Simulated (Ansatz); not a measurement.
# SrSnF6: one candidate of a structure search

The task: take a trial cell of SrSnF6 to zero force and stress.

Computed with Ansatz 0.2.0 (DFT PBE, scalar-relativistic, plane waves, PAW, unless a step's input says otherwise).

2 further runs of the same task are left out: 1 that didn't finish, 1 set aside as unsound or not needed.

## (1) Starting point

Symmetry: Pm-3m, No. 221, cubic system. The conventional cell has a = 5.114 Å, b = 5.114 Å, c = 5.114 Å, α = 90.00°, β = 90.00°, γ = 90.00°. Sr (site symmetry m-3m) has 6 F at 1.86 Å as nearest neighbours. Sn (site symmetry m-3m) is surrounded by 24 F at 3.68 Å. F (site symmetry 4mm) has 1 F at 1.39 Å and 1 Sr at 1.86 Å as nearest neighbours.

Structure file:

```cif
data_structure
_symmetry_space_group_name_H-M 'Pm-3m'
_symmetry_Int_Tables_number 221
_cell_length_a 5.1139
_cell_length_b 5.1139
_cell_length_c 5.1139
_cell_angle_alpha 90.000
_cell_angle_beta 90.000
_cell_angle_gamma 90.000
_cell_volume 133.74
loop_
_atom_site_label
_atom_site_type_symbol
_atom_site_symmetry_multiplicity
_atom_site_Wyckoff_symbol
_atom_site_fract_x
_atom_site_fract_y
_atom_site_fract_z
_atom_site_occupancy
Sr1 Sr 1 a 0.00000 0.00000 0.00000 1
Sn1 Sn 1 b 0.50000 0.50000 0.50000 1
F1 F 6 e 0.36371 0.00000 0.00000 1
```

Recipe of the guess: random cell by space group and Wyckoff sites (Pm-3m, No. 221). Its size is a rough estimate.

## (2) Probe: one point on a coarse mesh

Input file input.yaml:

```yaml
crystal:
  lattice:
    - [5.11392083, 0.0, 0.0]
    - [0.0, 5.11392083, 0.0]
    - [0.0, 0.0, 5.11392083]
  atoms:
    - { symbol: Sr, position: [0.0, 0.0, 0.0] }
    - { symbol: Sn, position: [0.5, 0.5, 0.5] }
    - { symbol: F, position: [0.36371069, 0.0, 0.0] }
    - { symbol: F, position: [0.63628931, 0.0, 0.0] }
    - { symbol: F, position: [0.0, 0.36371069, 0.0] }
    - { symbol: F, position: [0.0, 0.63628931, 0.0] }
    - { symbol: F, position: [0.0, 0.0, 0.36371069] }
    - { symbol: F, position: [0.0, 0.0, 0.63628931] }
basis:
  ecutwfc: 420
kpoints:
  mp_grid: { grid: [4, 4, 4] }
hamiltonian:
  xc: pbe
scf:
  occupations: { method: gaussian, width: 0.1 }
  lower_state_search: "off"
output:
  forces: true
  stress: true
  eigenvalues: true
```

Run with:

```console
$ ansatz run input.yaml --threads 1 --pin off --max-ram 2048MiB --backend cpu --events-out ev --progress --plain --runs-dir out
```

The session goes on with these runs: rough relaxation on the coarse mesh; final relaxation.

Before running it: what results should come out? Wanted: conventional cell; volume; energy over the elements; gap on the mesh.

**Answer**, as computed:

| quantity | value |
| --- | --- |
| symmetry at the end (tolerance 0.05 Å) | space group Pm-3m (No. 221) |
| conventional cell | a = 6.535 Å, b = 6.535 Å, c = 6.535 Å, α = 90.00°, β = 90.00°, γ = 90.00° |
| volume | 34.88 Å³/atom |
| energy over the elements (uncorrected; H, N, O, F and Cl as molecules), grey Sn | -1.04 eV/atom |
| gap on the mesh | none (metal) |

In words: The space group Pm-3m (No. 221) is kept, and the volume per atom grows by 108.7 % from the first guess. It lies below the elements, which doesn't yet make it stable: competing phases were not computed in this session. No finished test with a distortion of lower symmetry is shown, so the end may be a saddle point.
